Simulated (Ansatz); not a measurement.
# BrGaH2: the cost of one run

Program: Ansatz 0.2.0, Gaussian basis. Level of theory: PBE0-D4/def2-TZVP structures, single points in def2-TZVPP, no counterpoise correction. These are calculated values, not measurements.

Levels: SPW92, PBE-D4, BLYP-D4, r2SCAN-D4, B97M-V, PBE0-D4, B3LYP-D4, r2SCAN0-D4, BHLYP-D4, CAM-B3LYP-D4, wB97X-V, wB97M-V, B2PLYP, PBE-QIDH, RPA on PBE, Hartree-Fock, MP2, CCSD, CCSD(T).

Cores are frozen in the correlated methods. Filled d shells of the heavier atoms are correlated. B3LYP uses VWN-RPA correlation. B2PLYP carries no dispersion term here.

94 further runs of the same task are left out: 94 set aside as unsound or not needed.

**1. The starting structure**

The complex: 6 atoms, charge 0, spin multiplicity 1.

Atoms are counted from 1 here; the program's logs count them from 0.

Bond lengths: Ga1–Cl2 2.727 Å, Ga1–H3 1.555 Å, Ga1–H4 1.555 Å, Ga1–Br6 2.348 Å, Cl2–H5 1.296 Å. Angles: Cl2–Ga1–H3 97.1°, Cl2–Ga1–H4 97.1°, Cl2–Ga1–Br6 87.6°, H3–Ga1–H4 130.8°, H3–Ga1–Br6 113.7°, H4–Ga1–Br6 113.7°, Ga1–Cl2–H5 77.9°.

Coordinates:

```mol
BrClGaH3
  3D, bonds by distance, orders not assigned

  6  5  0  0  0  0  0  0  0  0999 V2000
   -0.3025   -0.7751    0.3617 Ga  0  0
   -0.5790    1.7853   -0.5355 Cl  0  0
   -1.1847   -1.4551   -0.7228 H   0  0
   -0.5810   -0.4840    1.8632 H   0  0
    0.6800    1.5595   -0.7441 H   0  0
    1.9672   -0.6305   -0.2225 Br  0  0
  1  2  8  0
  1  3  8  0
  1  4  8  0
  1  6  8  0
  2  5  8  0
M  END
```

Its parts: GaH₂Br holds atoms 1, 3, 4, 6; HCl holds atoms 2, 5. Each part counts its atoms afresh in its own runs.

**2. Relaxing GaH₂Br alone**

relax-a/in.yaml

```yaml
crystal:
  periodic: [false, false, false]
  atoms:
    - {symbol: Ga, position_ang: [-0.302496, -0.775144, 0.361728]}
    - {symbol: H, position_ang: [-1.184697, -1.455127, -0.722769]}
    - {symbol: H, position_ang: [-0.580979, -0.484007, 1.863207]}
    - {symbol: Br, position_ang: [1.967184, -0.630453, -0.222488]}
basis:
  gaussian: {orbitals: def2-TZVP}
hamiltonian: {xc: pbe0, dispersion: d4}
relax: {f_tol: 0.005, max_steps: 200}
```

Run with:

```sh
$ ansatz run in.yaml --threads 4 --pin off --events-out ev --progress --plain --max-ram 9574MiB
```

**Question.** How long does this run take on 4 threads of Intel Xeon at 2.50GHz, shared host?

About 10 s.
